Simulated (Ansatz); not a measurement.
**B3H3O3 (SMILES B1OBOBO1) at PBE0/6-31G(d) (spherical functions)**

What is the electronic atomisation energy of B3H3O3 at PBE0/6-31G* (spherical functions)? 

Program for the calculation: Ansatz 0.2.0.

53 further runs of the same task are left out: 3 that didn't finish, 50 set aside as unsound or not needed.

### 1 The molecule

B3H3O3 has 9 atoms, charge 0, and is taken as a singlet. As SMILES, `B1OBOBO1`. The coordinates come from a PBE0-D4/def2-TZVP relaxation. This is one conformer, not always the lowest.

Bond lengths: B1–O2 1.372 Å, O2–B3 1.372 Å, B3–O4 1.372 Å, O4–B5 1.372 Å, B1–O6 1.372 Å, B5–O6 1.372 Å, B1–H7 1.190 Å, B3–H8 1.190 Å, B5–H9 1.190 Å. Some angles: B1–O2–B3 120.3°, O2–B1–O6 119.7°, O2–B3–O4 119.7°, B3–O4–B5 120.3°, O4–B5–O6 119.7°, B1–O6–B5 120.3°, O2–B1–H7 120.2°, O6–B1–H7 120.2°, O2–B3–H8 120.2°, O4–B3–H8 120.2°.

### 2 The energy at PBE0/6-31G(d) (spherical functions)

Contents of molecule.yaml:

```yaml
crystal:
  periodic: [false, false, false]
  atoms:
    - {symbol: B, position_ang: [1.301600, 0.115800, -0.424700]}
    - {symbol: O, position_ang: [0.612800, -1.053500, -0.624800]}
    - {symbol: B, position_ang: [-0.686900, -1.172700, -0.202300]}
    - {symbol: O, position_ang: [-1.297400, -0.115400, 0.423200]}
    - {symbol: B, position_ang: [-0.614800, 1.056900, 0.626900]}
    - {symbol: O, position_ang: [0.684600, 1.168900, 0.201600]}
    - {symbol: H, position_ang: [2.429300, 0.216200, -0.792600]}
    - {symbol: H, position_ang: [-1.281900, -2.188700, -0.377500]}
    - {symbol: H, position_ang: [-1.147300, 1.972500, 1.170100]}
basis:
  gaussian: {orbitals: 6-31G_st_-spherical.json}
hamiltonian: {xc: {name: PBE0}}
accuracy: high
output: {orbitals: {seedname: orbitals}}
```

The basis set 6-31G* is read from a file made from the Basis Set Exchange's data (not shown).

Command:

```console
$ ansatz run molecule.yaml --threads 1 --pin off --max-ram 3480MiB --events-out events.jsonl --progress --plain --runs-dir runs
```

Log:

```text
Warning: RAYON_NUM_THREADS=1 ignored (pool sized by the plan → 1); use --threads N
Functional definition: PBE0
  name "PBE0"
  parameter a = 0.25
  parameter kappa = 0.804
  parameter beta = 0.06672455060314922
  exchange = (1 - a)*pbe_x(kappa = kappa, mu = beta*pi^2/3) + a*exact_x
  correlation = pbe_c(beta = beta)
2137 factors; integrals over basis functions are off by at most 2.8e-9 eV
mean field evaluation 1: about -8210.5258 eV, gradient 5.9e1 eV
mean field evaluation 2: about -8204.5818 eV, gradient 8.3e1 eV
mean field evaluation 4: about -8216.3863 eV, gradient 3.3e-1 eV
mean field evaluation 8: about -8216.6389 eV, gradient 4.2e-2 eV
mean field evaluation 16: about -8216.6389 eV, gradient 1.8e-6 eV
mean field -8216.63888395 eV, -301.9559095474 hartree, gradient 4.6e-8 eV, S^2 0.000000; 0 other end points of the search recorded, 0 dependent functions left out
reference -8216.63888606 eV, -301.9559096248 hartree; 21, 21 occupied and 69, 69 virtual orbitals, 2137 factors
Total energy: -8216.63888606 eV, -301.9559096248 hartree
```

Run time: 8.7 s. Hardware: 1 thread of Arm Neoverse V1, shared host; peak memory 0.31 GiB.

### 3 The B atom at the same level

Contents of job.yaml:

```yaml
crystal:
  periodic: [false, false, false]
  atoms:
    - {symbol: B, position_ang: [0.000000, 0.000000, 0.000000]}
basis:
  gaussian:
    orbitals: 6-31G_st_-spherical.json
magnetization:
  spin_polarized: true
  initial_magnetization: 1
hamiltonian:
  xc: {name: PBE0}
accuracy: high
```

The basis set 6-31G* is read from a file made from the Basis Set Exchange's data (not shown).

Run the same way, it converges to -24.60919 Eh (log not shown).

### 4 The H atom

Contents of run.yaml:

```yaml
basis:
  gaussian:
    orbitals: "6-31G*"
crystal:
  periodic: [false, false, false]
  atoms:
    - {symbol: H, position_ang: [0.000000, 0.000000, 0.000000]}
magnetization:
  spin_polarized: true
  initial_magnetization: 1
hamiltonian:
  xc: pbe0
accuracy: high
```

Run the same way, it converges to -0.49911 Eh (log not shown).

### 5 The O atom at the same level

Contents of run.yaml:

```yaml
crystal:
  periodic: [false, false, false]
  atoms:
    - symbol: O
      position_ang: [0.000000, 0.000000, 0.000000]
basis:
  gaussian:
    orbitals: 6-31G_st_-spherical.json
accuracy: high
hamiltonian:
  xc: {name: PBE0}
magnetization:
  spin_polarized: true
  initial_magnetization: 2
```

The basis set 6-31G* is read from a file made from the Basis Set Exchange's data (not shown).

Run the same way, it converges to -74.98386 Eh (log not shown).

### 6 Summary of results

Level: PBE0/6-31G* (spherical functions).

| quantity | value |
| --- | --- |
| molecule: total energy | -301.95591 Eh |
| molecule: HOMO energy | -9.49 eV |
| molecule: LUMO energy | -0.27 eV |
| molecule: HOMO–LUMO gap | 9.22 eV |
| B atom: total energy | -24.60919 Eh |
| B atom: ⟨S²⟩ | 0.752 |
| H atom: total energy | -0.49911 Eh |
| H atom: ⟨S²⟩ | 0.750 |
| O atom: total energy | -74.98386 Eh |
| O atom: ⟨S²⟩ | 2.002 |
| electronic atomisation energy | 45.700 eV |

**Reading.** Taking the molecule apart into free atoms costs 45.70 eV (1054 kcal/mol), before zero-point energy and without spin-orbit coupling.
